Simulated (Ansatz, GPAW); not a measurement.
# SrO with GLLB-SC from a Python script

These are simulated results from GPAW 26.7.0, not measurements. The cell began as a measured structure and was relaxed with r2SCAN in plane waves (Ansatz 0.2.0). All runs are without spin polarisation.

Space group Fm-3m (No. 225), cubic; conventional cell a = 5.160 Å, 17.17 Å³ an atom. Sr is surrounded by 6 O at 2.58 Å; O is surrounded by 6 Sr at 2.58 Å.

GLLB-SC is a model potential. Its fundamental gap is the Kohn-Sham gap plus a derivative discontinuity, which the script evaluates at the band edges among the listed k points. Its total energy isn't variational and serves nothing here.

The script, run.py:

```python
import json
from ase import Atoms
from gpaw import GPAW, PW, FermiDirac

atoms = Atoms(['Sr', 'O'],
              cell=[[0.0, 2.57989272, 2.57989272], [2.57989272, 0.0, 2.57989272], [2.57989272, 2.57989272, 0.0]],
              scaled_positions=[[0.5, 0.5, 0.5], [0.0, 0.0, 0.0]],
              pbc=True)
calc = GPAW(mode=PW(400), xc='GLLBSC', kpts={'size': (6, 6, 6), 'gamma': True},
            occupations=FermiDirac(0.02), maxiter=100, legacy_gpaw=True, txt='gpaw.txt')
atoms.calc = calc
res = {'energy': atoms.get_potential_energy(force_consistent=True)}
res['electrons'] = calc.get_number_of_electrons()
res['k'] = calc.get_ibz_k_points().tolist()
res['levels'] = [calc.get_eigenvalues(kpt=i).tolist() for i in range(len(res['k']))]
points = [[0.0, 0.0, 0.0], [0.5, 0.0, 0.5], [0.625, 0.25, 0.625], [0.375, 0.375, 0.75], [0.5, 0.5, 0.5], [0.5, 0.25, 0.75], [0.0, 0.5, 0.5]]
bands = calc.fixed_density(kpts=points, symmetry='off', nbands=round(res['electrons']) // 2 + 6, convergence={'bands': -2}, txt='bands.txt')
res['points'] = [bands.get_eigenvalues(kpt=i).tolist() for i in range(len(points))]
homo, lumo = bands.get_homo_lumo()
potential = calc.hamiltonian.xc.response.calculate_discontinuity_potential(homo, lumo)
res['discontinuity'] = bands.hamiltonian.xc.response.calculate_discontinuity(potential)
json.dump(res, open('results.json', 'w'))
print('free energy (eV):', round(res['energy'], 5))
```

Command: `python run.py`. It took 5.1 s on 1 thread of Intel(R) Xeon(R) 6975P-C (Granite Rapids), with other jobs on the host, peak memory 0.14 GiB.

The log gpaw.txt, trimmed of paths, versions and times, then the last line on the terminal. An iter line gives the energy in eV and the logarithms of the changes of orbitals (plane waves alone) and density (c: converged):

```
___ ___ ___ _ _ _
 |   |   |_  | | | |

 | | | | | . | | | |

 |__ |  _|___|_____|  26.7.0
 |___|_|

Input parameters:
  kpts: {gamma: True,
         size: (6, 6, 6)}
  maxiter: 100
  mode: {ecut: 400.0,
         name: pw}
  occupations: {fixmagmom: False,
                name: fermi-dirac,
                width: 0.02}
  xc: GLLBSC

System changes: positions, numbers, cell, pbc, initial_charges, initial_magmoms

Initialize ...

species:
  Sr:
    name:    Strontium
    Z:       38.0
    valence: 10
    core:    28
    charge:  0.0  # [|e|]
    compensation charges:
      type: gauss
      rc: 0.40  # [Å]
      lmax: 2
    cutoffs:
      filter: 2.39  # [Å]
      core: 1.82  # [Å]
    projectors
    | kind |    occ | energy [eV] | rcut [Å] |

    |------|--------|-------------|----------|

    |   4s |  2.000 |     -40.757 |    1.291 |

    |   5s |  2.000 |      -5.012 |    1.291 |

    |   4p |  6.000 |     -22.709 |    1.291 |

    |    p |        |       4.502 |    1.291 |

    |    d |        |       0.000 |    1.254 |

    Using partial waves for Sr as LCAO basis

  O:
    name:    Oxygen
    Z:       8.0
    valence: 6
    core:    2
    charge:  0.0  # [|e|]
    compensation charges:
      type: gauss
      rc: 0.21  # [Å]
      lmax: 2
    cutoffs:
      filter: 1.17  # [Å]
      core: 0.83  # [Å]
    projectors
    | kind |    occ | energy [eV] | rcut [Å] |

    |------|--------|-------------|----------|

    |   2s |  2.000 |     -28.986 |    0.688 |

    |   2p |  4.000 |     -13.358 |    0.598 |

    |    s |        |      -1.774 |    0.688 |

    |    p |        |      13.853 |    0.598 |

    |    d |        |       0.000 |    0.619 |

    Using partial waves for O as LCAO basis

Reference energy: -88477.535403  # eV

Spin-paired calculation

Convergence criteria:
 Maximum [total energy] change in last 3 cyles: 0.0005 eV / valence electron
 Maximum integral of absolute [dens]ity change: 0.0001 electrons / valence electron
 Maximum integral of absolute [eigenst]ate change: 4e-08 eV^2 / valence electron
 Maximum number of scf [iter]ations: 100
 (Square brackets indicate name in SCF output, whereas a 'c' in
 the SCF output indicates the quantity has converged.)

Symmetries present (total): 48

  ( 1  0  0)  ( 1  0  0)  ( 1  0  0)  ( 1  0  0)  ( 1  0 -1)  ( 1  0 -1)
  ( 1  0 -1)  ( 1 -1  0)  ( 0  1  0)  ( 0  0  1)  ( 1  0  0)  ( 1 -1  0)
  ( 1 -1  0)  ( 1  0 -1)  ( 0  0  1)  ( 0  1  0)  ( 1 -1  0)  ( 1  0  0)

  ( 1  0 -1)  ( 1  0 -1)  ( 1 -1  0)  ( 1 -1  0)  ( 1 -1  0)  ( 1 -1  0)
  ( 0  1 -1)  ( 0  0 -1)  ( 1  0  0)  ( 1  0 -1)  ( 0 -1  1)  ( 0 -1  0)
  ( 0  0 -1)  ( 0  1 -1)  ( 1  0 -1)  ( 1  0  0)  ( 0 -1  0)  ( 0 -1  1)

  ( 0  1  0)  ( 0  1  0)  ( 0  1  0)  ( 0  1  0)  ( 0  1 -1)  ( 0  1 -1)
  ( 1  0  0)  ( 0  1 -1)  ( 0  0  1)  (-1  1  0)  ( 1  0 -1)  ( 0  1  0)
  ( 0  0  1)  (-1  1  0)  ( 1  0  0)  ( 0  1 -1)  ( 0  0 -1)  (-1  1  0)

  ( 0  1 -1)  ( 0  1 -1)  ( 0  0  1)  ( 0  0  1)  ( 0  0  1)  ( 0  0  1)
  ( 0  0 -1)  (-1  1  0)  ( 1  0  0)  ( 0  1  0)  ( 0 -1  1)  (-1  0  1)
  ( 1  0 -1)  ( 0  1  0)  ( 0  1  0)  ( 1  0  0)  (-1  0  1)  ( 0 -1  1)

  ( 0  0 -1)  ( 0  0 -1)  ( 0  0 -1)  ( 0  0 -1)  ( 0 -1  1)  ( 0 -1  1)
[... 5 lines left out ...]
  ( 1 -1  0)  ( 0  0  1)  ( 0 -1  1)  (-1  0  0)  ( 1 -1  0)  ( 0  0 -1)

  (-1  1  0)  (-1  1  0)  (-1  1  0)  (-1  1  0)  (-1  0  1)  (-1  0  1)
  ( 0  1  0)  ( 0  1 -1)  (-1  0  1)  (-1  0  0)  ( 0  0  1)  ( 0 -1  1)
  ( 0  1 -1)  ( 0  1  0)  (-1  0  0)  (-1  0  1)  ( 0 -1  1)  ( 0  0  1)

  (-1  0  1)  (-1  0  1)  (-1  0  0)  (-1  0  0)  (-1  0  0)  (-1  0  0)
  (-1  1  0)  (-1  0  0)  ( 0  0 -1)  ( 0 -1  0)  (-1  1  0)  (-1  0  1)
  (-1  0  0)  (-1  1  0)  ( 0 -1  0)  ( 0  0 -1)  (-1  0  1)  (-1  1  0)

216 k-points: 6 x 6 x 6 Monkhorst-Pack grid + [1/12,1/12,1/12]
16 k-points in the irreducible part of the Brillouin zone
       k-points in crystal coordinates                weights
   0:     0.00000000    0.00000000    0.00000000          1/216
   1:     0.16666667    0.16666667    0.00000000          6/216
   2:     0.16666667    0.16666667    0.16666667          8/216
   3:     0.33333333    0.16666667    0.16666667         12/216
   4:     0.33333333    0.33333333   -0.33333333         12/216
   5:     0.33333333    0.33333333    0.00000000          6/216
   6:     0.33333333    0.33333333    0.16666667         24/216
   7:     0.33333333    0.33333333    0.33333333          8/216
   8:     0.50000000    0.33333333   -0.33333333         24/216
   9:     0.50000000    0.33333333   -0.16666667         12/216
          ...
  15:     0.50000000    0.50000000    0.50000000          4/216

Wave functions: Plane wave expansion
  Cutoff energy: 400.000 eV
  Number of coefficients (min, max): 609, 636
  Pulay-stress correction: 0.000000 eV/Ang^3 (de/decut=0.000000)
  Using FFTW library
  ScaLapack parameters: grid=1x1, blocksize=None
  Wavefunction extrapolation:
    Improved wavefunction reuse through dual PAW basis

Occupation numbers: Fermi-Dirac:
  width: 0.0200  # eV

Eigensolver
   Davidson(niter=2)

Densities:
  Coarse grid: 18*18*18 grid
  Fine grid: 36*36*36 grid
  Total Charge: 0.000000

Density mixing:
  Method: separate
  Backend: msr1
  Linear mixing parameter: 0.05
  old densities: 10
  Width of damping distribution: 1.1
  Damping of long wavelength oscillations: 20

Hamiltonian:
  XC and Coulomb potentials evaluated on a 36*36*36 grid
  Using the GLLBSC Exchange-Correlation functional
  External potential:
    NoExternalPotential

XC parameters: GLLBSC functional being used consists of
  -----------------------------------------------------------------------
  | Weight | Module     | Description                                   |

  -----------------------------------------------------------------------
  |  1.000 | SCREENING  | GGA_X_PBE_SOL with 2 nearest neighbor stencil |

  |  1.000 | RESPONSE   | eps=0.0500 eV                                 |

  |  1.000 | XC         | GGA_C_PBE_SOL with 2 nearest neighbor stencil |

  -----------------------------------------------------------------------

Memory estimate:
  Process memory now: 112.72 MiB
  Calculator: 7.08 MiB
    Density: 2.88 MiB
      Arrays: 1.16 MiB
      Localized functions: 0.83 MiB
      Mixer: 0.89 MiB
    Hamiltonian: 0.78 MiB
      Arrays: 0.76 MiB
      XC: 0.00 MiB
      Poisson: 0.00 MiB
      vbar: 0.02 MiB
    Wavefunctions: 3.43 MiB
      Arrays psit_nG: 1.40 MiB
      Eigensolver: 0.15 MiB
      Projections: 0.06 MiB
      Projectors: 1.45 MiB
      PW-descriptor: 0.38 MiB

Total number of cores used: 1

Number of atoms: 2
Number of atomic orbitals: 9
Number of bands in calculation: 9
Number of valence electrons: 16
Bands to converge: occupied

... initialized

Initializing position-dependent things.

Density initialized from atomic densities
Creating initial wave functions:
  9 bands from LCAO basis set
Positions:
   0 Sr     2.579893    2.579893    2.579893    ( 0.0000,  0.0000,  0.0000)
   1 O      0.000000    0.000000    0.000000    ( 0.0000,  0.0000,  0.0000)

Unit cell:
           periodic     x           y           z      points  spacing
  1. axis:    yes    0.000000    2.579893    2.579893    18     0.1655
  2. axis:    yes    2.579893    0.000000    2.579893    18     0.1655
  3. axis:    yes    2.579893    2.579893    0.000000    18     0.1655

  Lengths:   3.648519   3.648519   3.648519
  Angles:   60.000000  60.000000  60.000000

Effective grid spacing dv^(1/3) = 0.1806

iter:   1   -16.038923
iter:   2   -15.282911   -0.89  -0.92
iter:   3   -11.164788   -0.02  -0.95
iter:   4   -11.270650   -1.51  -1.18
iter:   5   -12.401224   -0.62  -1.30
iter:   6   -10.837287   -1.41  -1.17
iter:   7   -10.472467   -1.12  -1.77
iter:   8   -10.607824   -2.73  -1.82
iter:   9   -10.655036   -3.00  -2.24
iter:  10   -10.642197   -4.44  -3.29
iter:  11   -10.649005   -4.51  -3.24
iter:  12   -10.650818   -4.74  -3.84
iter:  13   -10.649406c  -6.36  -3.76
iter:  14   -10.647037c  -6.07  -3.71
iter:  15   -10.646125c  -6.43  -4.25c
iter:  16   -10.646714c  -7.37  -4.55c
iter:  17   -10.646871c  -8.25c -5.34c

Converged after 17 iterations.

Energy contributions relative to reference atoms: (reference = -88477.535403)

Kinetic:         +6.202983
Potential:       +0.167426
External:        +0.000000
XC:             -16.419621
Entropy (-ST):   -0.000000
Local:           -0.597659
SIC:             +0.000000
--------------------------
Free energy:    -10.646871
Extrapolated:   -10.646871

GLLBSC response reference energy: 2.63911 eV (from HOMO)

Showing only first 2 kpts
 Kpt  Band  Eigenvalues  Occupancy
  0     6      2.63870    2.00000
  0     7      2.63870    2.00000
  0     8      7.79577    0.00000

  1     6      2.55125    2.00000
  1     7      2.55135    2.00000
  1     8      8.92265    0.00000

Fermi level: 3.74076

Gap: 4.933 eV
Transition (v -> c):
  (s=0, k=0, n=7, [0.00, 0.00, 0.00]) -> (s=0, k=12, n=8, [0.50, 0.50, 0.00])
Direct/indirect transitions are different
Direct gap: 5.002 eV
Transition at: (s=0, k=12, n=7, [0.50, 0.50, 0.00])

free energy (eV): -10.64687
```

The gap in the log is over the mesh alone; results.json adds the listed points. GLLB-SC gives a gap of 6.87 eV (4.933 eV Kohn-Sham over the listed points plus 1.933 eV discontinuity). On the same cell, plane-wave PBE (Ansatz, 8×8×8 k points and the special points) gives a gap of 3.32 eV and r2SCAN a gap of 3.80 eV; on shared hosts these took about 0.66 and 1.5 core-seconds on the 2-atom cell, against 5.1 for the script. Semilocal gaps usually lie below measured ones.
